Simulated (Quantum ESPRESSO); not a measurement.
Crystal: CSe2.

```
Se C
1.0
     3.56977   -2.99478    0.00000
     3.56977    2.99478    0.00000
     0.00000    0.00000    9.46265
Se C
4 2
Direct
  0.21242 0.78758 0.87938
  0.78758 0.21242 0.12061
  0.28758 0.71242 0.37938
  0.71242 0.28758 0.62062
  0.00000 0.00000 0.00000
  0.50000 0.50000 0.50000
```

The cell comes from a database or a generator and needn't be the stable form of this composition.

- Program: Quantum ESPRESSO 7.5
- Task: single point
- Functional: PBE
- Potentials or basis: SSSP 1.3 efficiency PBE
- Cutoff: 748 eV
- Density cutoff: 5987 eV
- k mesh: 6 × 6 × 3
- Occupations: fermi-dirac, width 0.05 eV
- Spin: no spin polarisation

On this cell: pressure 0.1 GPa; largest force 0.108 eV/Å; band gap on the k mesh 2.35 eV, indirect (least direct gap 2.45 eV).

The same run follows on a disturbed copy (atoms moved at random, drawn with an rms of 0.05 Å):

```
Se C
1.0
     3.56977   -2.99478    0.00000
     3.56977    2.99478    0.00000
     0.00000    0.00000    9.46265
Se C
4 2
Direct
  0.21687 0.78520 0.88523
  0.79281 0.20972 0.11748
  0.29851 0.72139 0.37651
  0.71529 0.28240 0.61915
  0.00182 0.98463 0.99933
  0.49675 0.50484 0.49341
```

Problem. What does the disturbed cell give?

Solution. The energy moves by +31.1 meV/atom; pressure 1.0 GPa; largest force 3.453 eV/Å; band gap on the k mesh 2.36 eV, indirect (least direct gap 2.50 eV).

Forces in eV/Å, atoms in the order of the input:
```
Se  -0.033 -1.892 -1.662
Se  -0.117 -0.084 -0.031
Se  -0.003  1.075 -0.966
Se  -0.016  1.487 -1.329
C    0.151  1.981  1.678
C    0.020 -2.566  2.310
```

Stress tensor (GPa, compression positive):
```
 0.31 -0.04 -0.09
-0.04  1.59  2.03
-0.09  2.03  1.18
```

Caveats: an odd mesh through Γ misses points on the zone boundary, where band edges often lie.
